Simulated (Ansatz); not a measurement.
# Ba3Na: a listed cell, distorted in several ways

A set of self-consistent runs on Ba3Na under random distortions, further strains and shifts, swapped elements, distortions that keep the symmetry, to map its energy surface near the listed cell.

Computed with Ansatz 0.2.0 (DFT PBEsol, scalar-relativistic, plane waves, PAW, unless a step's input says otherwise).

## (1) The starting structure

Symmetry: Pm-3m, No. 221, cubic system. Conventional cell: a = 6.233 Å, b = 6.233 Å, c = 6.233 Å, α = 90.00°, β = 90.00°, γ = 90.00°. Na (site symmetry m-3m) has 12 Ba at 4.41 Å as nearest neighbours. Ba (site symmetry 4/mmm) is surrounded by 4 Na at 4.41 Å and 8 Ba at 4.41 Å.

Structure file:

```cif
data_structure
_symmetry_space_group_name_H-M 'Pm-3m'
_symmetry_Int_Tables_number 221
_cell_length_a 6.2326
_cell_length_b 6.2326
_cell_length_c 6.2326
_cell_angle_alpha 90.000
_cell_angle_beta 90.000
_cell_angle_gamma 90.000
_cell_volume 242.11
loop_
_atom_site_label
_atom_site_type_symbol
_atom_site_symmetry_multiplicity
_atom_site_Wyckoff_symbol
_atom_site_fract_x
_atom_site_fract_y
_atom_site_fract_z
_atom_site_occupancy
Na1 Na 1 a 0.00000 0.00000 0.00000 1
Ba1 Ba 3 c 0.00000 0.50000 0.50000 1
```

The structure comes from the Materials Project (structure only).

## (2) A distortion of lower symmetry

What differs from the listed cell: strain xx, yy, zz, yz, xz, xy = -3.5, -3.5, -3.5, -4.0, +4.0, +4.0 %.

input.yaml reads:

```yaml
crystal:
  lattice:
    - [6.0115172163, 0.2493034832, 0.2493034832]
    - [0.2493034832, 6.0115172163, -0.2493034832]
    - [0.2493034832, -0.2493034832, 6.0115172163]
  atoms:
    - { symbol: Na, position: [0.0, 0.0, 0.0] }
    - { symbol: Ba, position: [0.0, 0.5, 0.5] }
    - { symbol: Ba, position: [0.5, 0.0, 0.5] }
    - { symbol: Ba, position: [0.5, 0.5, 0.0] }
basis:
  ecutwfc: 420
kpoints:
  mp_grid: { grid: [6, 6, 6] }
hamiltonian:
  xc: pbesol
scf:
  occupations: { method: gaussian, width: 0.1 }
output:
  forces: true
  stress: true
  eigenvalues: true
```

## (3) Substitution of an element, cell strained: Na → Rb, first probe

input.yaml reads:

```yaml
crystal:
  lattice:
    - [6.2897282991, 0.0, 0.0]
    - [0.0, 6.2897282991, 0.0]
    - [0.0, 0.0, 6.2897282991]
  atoms:
    - { symbol: Rb, position: [0.0, 0.0, 0.0] }
    - { symbol: Ba, position: [0.0, 0.5, 0.5] }
    - { symbol: Ba, position: [0.5, 0.0, 0.5] }
    - { symbol: Ba, position: [0.5, 0.5, 0.0] }
basis:
  ecutwfc: 420
kpoints:
  mp_grid: { grid: [4, 4, 4] }
hamiltonian:
  xc: pbesol
scf:
  occupations: { method: gaussian, width: 0.1 }
output:
  forces: true
  stress: true
  eigenvalues: true
```

## (4) One element swapped, cell strained: Na → Rb

input.yaml, as its differences from that of step 3:

```diff
@@ -13,3 +13,3 @@
 kpoints:
-  mp_grid: { grid: [4, 4, 4] }
+  mp_grid: { grid: [8, 8, 8] }
 hamiltonian:
```

## (5) A change within the space group

input.yaml reads:

```yaml
crystal:
  lattice:
    - [6.121148423, 0.0, 0.0]
    - [0.0, 6.121148423, 0.0]
    - [0.0, 0.0, 6.121148423]
  atoms:
    - { symbol: Na, position: [0.0, 0.0, 0.0] }
    - { symbol: Ba, position: [0.0, 0.5, 0.5] }
    - { symbol: Ba, position: [0.5, 0.0, 0.5] }
    - { symbol: Ba, position: [0.5, 0.5, 0.0] }
basis:
  ecutwfc: 420
kpoints:
  mp_grid: { grid: [8, 8, 8] }
hamiltonian:
  xc: pbesol
scf:
  occupations: { method: gaussian, width: 0.1 }
output:
  forces: true
  stress: true
  eigenvalues: true
  populations: true
```

## (6) Random moves and strain, cell strained

input.yaml reads:

```yaml
crystal:
  lattice:
    - [6.1666463087, 0.002430709, 0.0623258708]
    - [0.002430709, 6.1520620549, 0.0097851617]
    - [0.0623258708, 0.0097851617, 6.2164446795]
  atoms:
    - { symbol: Na, position: [-0.0019333865, -0.0009819357, 0.0040416603] }
    - { symbol: Ba, position: [0.0007316384, 0.4992410856, 0.5012001437] }
    - { symbol: Ba, position: [0.5026505847, -0.0022430493, 0.4938211854] }
    - { symbol: Ba, position: [0.4985527679, 0.5039838994, 0.0009370106] }
basis:
  ecutwfc: 420
kpoints:
  mp_grid: { grid: [6, 6, 6] }
hamiltonian:
  xc: pbesol
scf:
  occupations: { method: gaussian, width: 0.1 }
output:
  forces: true
  stress: true
  eigenvalues: true
```

## (7) One element swapped, cell strained: Na → K, first probe

input.yaml reads:

```yaml
crystal:
  lattice:
    - [6.5904889742, 0.0, 0.0]
    - [0.0, 6.5904889742, 0.0]
    - [0.0, 0.0, 6.5904889742]
  atoms:
    - { symbol: K, position: [0.0, 0.0, 0.0] }
    - { symbol: Ba, position: [0.0, 0.5, 0.5] }
    - { symbol: Ba, position: [0.5, 0.0, 0.5] }
    - { symbol: Ba, position: [0.5, 0.5, 0.0] }
basis:
  ecutwfc: 420
kpoints:
  mp_grid: { grid: [4, 4, 4] }
hamiltonian:
  xc: pbesol
scf:
  occupations: { method: gaussian, width: 0.1 }
output:
  forces: true
  stress: true
  eigenvalues: true
```

## (8) One element swapped, cell strained: Na → K

input.yaml, as its differences from that of step 7:

```diff
@@ -13,3 +13,3 @@
 kpoints:
-  mp_grid: { grid: [4, 4, 4] }
+  mp_grid: { grid: [6, 6, 6] }
 hamiltonian:
@@ -22 +22,2 @@
   eigenvalues: true
+  populations: true
```

**Question.** What will these runs give? Wanted: for each run, case; energy; pressure; largest force.

**Answer**, as computed:

```
step                                         case  energy (meV/atom)  pressure (GPa)  largest force (eV/Å)  gap on the mesh (eV)
   2               a distortion of lower symmetry               +0.0             0.0                  0.00                  0.00
   4  one element swapped, cell strained: Na → Rb                n/a             0.3                  0.00                  0.00
   5              a change within the space group             -21.1*            -0.3                  0.00                  0.00
   6       random moves and strain, cell strained              -16.5            -0.6                  0.07                  0.00
   8   one element swapped, cell strained: Na → K                n/a            -0.9                  0.00                  0.00
```

Energies are counted from step 2, with the smearing taken to zero; a star marks another k mesh, which can shift energies by itself, so starred rows don't rank against the others. Other atoms or functionals have another zero of energy (n/a). A gap of 0.00 means none on the mesh at this level.

What this shows: Among the distorted cells of the listed formula and level the largest force, 0.07 eV/Å, acts on Ba3 in step 6. The distorted cells of the listed formula and level show no gap on the mesh.
